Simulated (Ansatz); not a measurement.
**C3H5ClSi: one species, many methods**

One table from this session's results is given with a row withheld; the runs are named, their logs left out.

The runs use Ansatz 0.2.0, Gaussian basis; functionals in def2-TZVPP, the program's frozen cores in correlated methods.

Plan: PBE-D4, r2SCAN-D4, PBE0-D4, B3LYP-D4, ωB97X-V, ωB97M-V, B2PLYP; CCSD(T)/def2-TZVPP; MP2/def2-QZVPP; extrapolation to the limit.

**The geometry**

All runs share one geometry, relaxed beforehand with PBE0-D4 in a triple-zeta def2 set.

SMILES `C=C=C([SiH3])Cl`, 10 atoms, charge 0, spin multiplicity 1.

Atoms are counted from 1 here; the program's logs count them from 0.

Bond lengths: C1–C2 1.299 Å, C1–H6 1.086 Å, C1–H7 1.085 Å, C2–C3 1.300 Å, C3–Si4 1.867 Å, C3–Cl5 1.748 Å, Si4–H8 1.484 Å, Si4–H9 1.483 Å, Si4–H10 1.484 Å. Angles: C2–C1–H6 121.1°, C2–C1–H7 121.2°, H6–C1–H7 117.7°, C1–C2–C3 177.5°, C2–C3–Si4 123.5°, C2–C3–Cl5 120.5°, Si4–C3–Cl5 116.0°, C3–Si4–H8 109.2°, C3–Si4–H9 108.3°, C3–Si4–H10 109.2°, H8–Si4–H9 110.5°, H8–Si4–H10 109.1°, H9–Si4–H10 110.5°.

Set-up of the first run:

Input file in.yaml:

```yaml
crystal:
  periodic: [false, false, false]
  atoms:
    - {symbol: C, position_ang: [-0.901094, 1.972755, -0.475724]}
    - {symbol: C, position_ang: [-0.374433, 0.789831, -0.580687]}
    - {symbol: C, position_ang: [0.156217, -0.396019, -0.628230]}
    - {symbol: Si, position_ang: [0.656896, -1.362955, 0.888493]}
    - {symbol: Cl, position_ang: [0.442472, -1.180028, -2.164650]}
    - {symbol: H, position_ang: [-0.282052, 2.864425, -0.470480]}
    - {symbol: H, position_ang: [-1.975760, 2.104049, -0.397323]}
    - {symbol: H, position_ang: [-0.088828, -2.646114, 0.918267]}
    - {symbol: H, position_ang: [0.337480, -0.548052, 2.085955]}
    - {symbol: H, position_ang: [2.112202, -1.649093, 0.827281]}
basis:
  gaussian: {orbitals: def2-TZVPP}
hamiltonian: {xc: pbe, dispersion: d4}
output: {forces: true, orbitals: {seedname: orbitals}}
```

Started as:

```console
> ansatz run in.yaml --threads 4 --pin off --events-out ev --progress --plain --max-ram 10444MiB
```

Steps of the session up to this table: PBE-D4 (GGA); r2SCAN-D4 (meta-GGA); PBE0-D4 (hybrid); B3LYP-D4 (hybrid); ωB97X-V (range-separated); ωB97M-V (range-separated); B2PLYP (double hybrid); CCSD(T) in def2-TZVPP; MP2 in def2-QZVPP.

One table of the session follows, with a row left open; its other results are not shown here.

| method | atomisation energy (eV) |
| --- | --- |
| PBE-D4 | 39.811 |
| r2SCAN-D4 | 39.003 |
| PBE0-D4 | 39.057 |
| B3LYP-D4 | 38.819 |
| ωB97X-V | 38.810 |
| ωB97M-V | 38.878 |
| B2PLYP | 38.355 |
| HF/def2-TZVPP | 28.343 |
| MP2/def2-TZVPP | ? |
| CCSD/def2-TZVPP | 36.963 |
| CCSD(T)/def2-TZVPP | 37.664 |
| MP2/CBS | 39.372 |
| CCSD(T)/CBS | 38.671 |

**Question.** Estimate the row for MP2/def2-TZVPP.

The run gave: atomisation energy (eV): 38.365. In the column «atomisation energy (eV)» it lies between B2PLYP (38.355) and CCSD(T)/CBS (38.671).

Among the levels timed on like hardware and quicker than the yardstick, those that no quicker one beats, quickest first: PBE-D4 (2 s, +1.139 eV); PBE0-D4 (2.4 s, +0.385 eV); r2SCAN-D4 (3.6 s, +0.331 eV); B3LYP-D4 (3.6 s, +0.148 eV); ωB97X-V (6 s, +0.139 eV).

B2PLYP carry no dispersion term (for B3LYP, D4 adds 0.395 eV).
